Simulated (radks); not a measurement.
**The series with 21 electrons, Sc to Zr¹⁹⁺**

The task here is to estimate one member of a computed series from the others.

The numbers are computed with radks (a radial shooting solver on a logarithmic mesh, Libxc functionals) version 1 (scalar-relativistic Kohn-Sham, PBE, spin-unpolarised, spherical densities, point nucleus), except any that are marked as measured or tabulated.

**The atom as given**

```
electrons     : 21
ions          : Sc, Ti⁺, V²⁺, Cr³⁺, Mn⁴⁺, Fe⁵⁺, Co⁶⁺, Ni⁷⁺, Cu⁸⁺, Zn⁹⁺, Ga¹⁰⁺, Ge¹¹⁺, As¹²⁺, Se¹³⁺, Br¹⁴⁺, Kr¹⁵⁺, Rb¹⁶⁺, Sr¹⁷⁺, Zr¹⁹⁺
configuration : [Ar] 3d1 4s2
```

The outer shells:

[Ar] 3d1 4s2
```
[Ar] core
3d [↑ ][  ][  ][  ][  ]
4s [↑↓]
```

The first run:

The run's settings:

```text
Z 21
configuration [Ar] 3d1 4s2
relativity scalar-relativistic
functional pbe,pbe
spin unpolarised
nucleus point
c 137.035999084
```

Steps of the session up to this table: Sc.

One table of the session follows, with a row left open; its other results are not shown here.

It belongs to the step «Sc». Sizes of the orbitals, from the radial functions (bohr):

| level | <r> | outermost maximum (interpolated) | 90 % within | nodes |
| --- | --- | --- | --- | --- |
| 1s | 0.07304 | 0.0478 | 0.130 | 0 |
| 2s | 0.3435 | 0.284 | 0.534 | 1 |
| 2p | 0.3077 | 0.232 | 0.507 | 0 |
| 3s | 1.075 | 0.927 | 1.61 | 2 |
| 3p | 1.168 | 0.968 | 1.80 | 1 |
| 4s | 3.721 | 3.12 | 5.59 | 3 |
| 3d | ? | ? | ? | ? |

Q: Estimate the row for 3d from the others.

The run gave: <r>: 1.869; outermost maximum (interpolated): 1.10; 90 % within: 3.39; nodes: 0. In the column «<r>» it lies between 3p (1.168) and 4s (3.721).
